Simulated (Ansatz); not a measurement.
# AlGaN2: the cost of one run

Method: DFT r2SCAN, scalar-relativistic, plane waves, PAW, in Ansatz 0.2.0.

## Step 1: The structure to begin with

The structure is tetragonal, space group P-4m2 (No. 115). The conventional cell has a = 3.141 Å, b = 3.141 Å, c = 4.424 Å, α = 90.00°, β = 90.00°, γ = 90.00°. Around Al (site symmetry -4m2) lie 4 N at 1.89 Å. Ga (site symmetry -4m2) has 4 N at 1.95 Å in its first shell of neighbours. N (site symmetry 2mm) has 2 Al at 1.89 Å and 2 Ga at 1.95 Å in its first shell of neighbours.

As a file:

```cif
data_structure
_symmetry_space_group_name_H-M 'P 1'
_symmetry_Int_Tables_number 1
_cell_length_a 3.1409
_cell_length_b 3.1409
_cell_length_c 8.8477
_cell_angle_alpha 90.000
_cell_angle_beta 90.000
_cell_angle_gamma 90.000
_cell_volume 87.28
loop_
_atom_site_label
_atom_site_type_symbol
_atom_site_fract_x
_atom_site_fract_y
_atom_site_fract_z
_atom_site_occupancy
Al1 Al 0.50000 0.50000 0.25000 1
Al2 Al 0.50000 0.50000 0.75000 1
Ga1 Ga 0.00000 0.00000 0.00000 1
Ga2 Ga 0.00000 0.00000 0.50000 1
N1 N 0.50000 0.00000 0.36913 1
N2 N 0.50000 0.00000 0.86913 1
N3 N 0.00000 0.50000 0.13087 1
N4 N 0.00000 0.50000 0.63087 1
```

It goes back to an entry of the Materials Project, which need not be the stable form.

No relaxation comes first: the listed cell is the starting point.

## Step 2: The reference: the undisturbed cell on the scan's mesh

Contents of input.yaml:

```yaml
crystal:
  lattice:
    - [-3.1408770487, 0.0, 0.0]
    - [0.0, -3.1408770487, 0.0]
    - [0.0, 0.0, 8.84767588]
  atoms:
    - { symbol: Al, position: [0.5, 0.5, 0.25] }
    - { symbol: Al, position: [0.5, 0.5, 0.75] }
    - { symbol: Ga, position: [0.0, 0.0, 0.0] }
    - { symbol: Ga, position: [0.0, 0.0, 0.5] }
    - { symbol: "N", position: [0.5, 0.0, 0.369132405] }
    - { symbol: "N", position: [0.5, 0.0, 0.869132405] }
    - { symbol: "N", position: [0.0, 0.5, 0.130867595] }
    - { symbol: "N", position: [0.0, 0.5, 0.630867595] }
basis:
  ecutwfc: 500
kpoints:
  mp_grid: { grid: [7, 7, 3] }
hamiltonian:
  xc: r2scan
scf:
  occupations: { method: gaussian, width: 0.05 }
output:
  forces: true
  stress: true
  eigenvalues: true
  write_density: true
  write_potential: true
  elf: true
  volumetric_format: npy
```

The run is started by

```
$ ansatz run input.yaml --threads 2 --pin off --max-ram 5120MiB --backend cpu --events-out ev --progress --plain --runs-dir out
```

Q: Estimate wall time and peak memory on 2 threads of Arm Neoverse V2, shared host.

About 8.1 s, with a peak of 0.49 GiB.
